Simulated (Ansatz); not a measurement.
# GeH2 (singlet): from Hartree-Fock to the top rungs at distance Ge1–H3 = 1.276 Å, cc-pVDZ

An exercise on one series of results from a longer session: the logs are not shown, and one member is left open.

Method: cc-pVDZ, core rule «outside noble gas», up to 14 orbitals frozen; program: Ansatz 0.2.0, Gaussian basis.

Plan: UHF; CCSD(T) on RHF; CCSD(T) on UHF; BCCD(T) on RHF; CISD; CCSDT(Q) on RHF; CCSDT(Q) on UHF; CCSDTQ on RHF; CASSCF and MRCISD+Q, 2 electrons in 2 orbitals; CASSCF and NEVPT2, 2 electrons in 2 orbitals; CASSCF and MRCISD+Q, 6 electrons in 6 orbitals; CASSCF and MRCISD+Q(relaxed), 6 electrons in 6 orbitals; CASSCF and NEVPT2, 6 electrons in 6 orbitals; Full CI.

17 further runs of the same task are left out: 1 for a mislabelled method, 13 that didn't finish, 3 set aside as unsound or not needed.

### What is computed

The geometry derives from a PBE0/def2-TZVP stationary point (not a proven minimum). One bond is set to the value named and the two fragments are kept rigid. No spin-orbit coupling is included. The filled d shell of Ge may be among the frozen orbitals whatever the setting's name suggests; the logs give the count.

3 atoms, charge 0, spin multiplicity 1.

Atoms are counted from 1 here; the program's logs count them from 0.

Bond lengths: Ge1–H2 1.594 Å, Ge1–H3 1.276 Å. Angles: H2–Ge1–H3 90.6°.

The first run:

in.yaml

```yaml
crystal:
  periodic: [false, false, false]
  atoms:
    - {symbol: Ge, position_ang: [0.000000, -0.027246, 0.003054]}
    - {symbol: H, position_ang: [0.000000, 1.093604, -1.130434]}
    - {symbol: H, position_ang: [0.000000, 0.869945, 0.910371]}
basis:
  gaussian: {orbitals: cc-pVDZ}
magnetization: {spin_polarized: true, initial_magnetization: 0}
hamiltonian: {xc: hf}
output: {orbitals: {seedname: orbitals}}
```

Command:

```sh
$ ansatz run in.yaml --threads 1 --pin off --events-out ev --progress --plain --max-ram 2393MiB
```

Steps of the session up to this table: UHF; CCSD(T) on RHF; CCSD(T) on UHF; BCCD(T) on RHF; CISD; CCSDT(Q) on RHF; CCSDT(Q) on UHF; CCSDTQ on RHF; CASSCF and MRCISD+Q, 2 electrons in 2 orbitals; CASSCF and NEVPT2, 2 electrons in 2 orbitals; CASSCF and MRCISD+Q, 6 electrons in 6 orbitals; CASSCF and MRCISD+Q(relaxed), 6 electrons in 6 orbitals; CASSCF and NEVPT2, 6 electrons in 6 orbitals; Full CI.

One of the session's tables, all rows but one given; the rest of the session is left out.

```
                   method  from FCI (meV)
                      RHF         +3017.6
                      UHF         +2958.1
                     RMP2          +760.8
                    RCCSD           +64.9
                 RCCSD(T)           +15.3
                  BCCD(T)           +15.3
                   RCCSDT            +2.6
                RCCSDT(Q)               ?
                  RCCSDTQ             0.0
              CASSCF pair         +2548.6
              NEVPT2 pair          +678.0
           CASSCF valence         +1796.5
           NEVPT2 valence          +555.7
           MRCISD valence           +58.2
         MRCISD+Q valence            -6.2
MRCISD+Q(relaxed) valence           -30.2
                      FCI               0
```

**Question.** Estimate the row for RCCSDT(Q).

The run gave: from FCI (meV): +0.5. In the column «from FCI (meV)» it lies between FCI (0) and RCCSDT (+2.6).

Not comparable, so not listed: CCSD(T) on UHF; CASSCF and MRCISD+Q, 2 electrons in 2 orbitals (they don't share determinant, frozen orbitals or solution with the rows shown, or repeat one).

Caveats from the session: MRCISD+Q valence, MRCISD+Q(relaxed) valence fall below full CI: the +Q correction isn't variational, and the cores differ from full CI's. Warnings in the runs' records: passed over end.
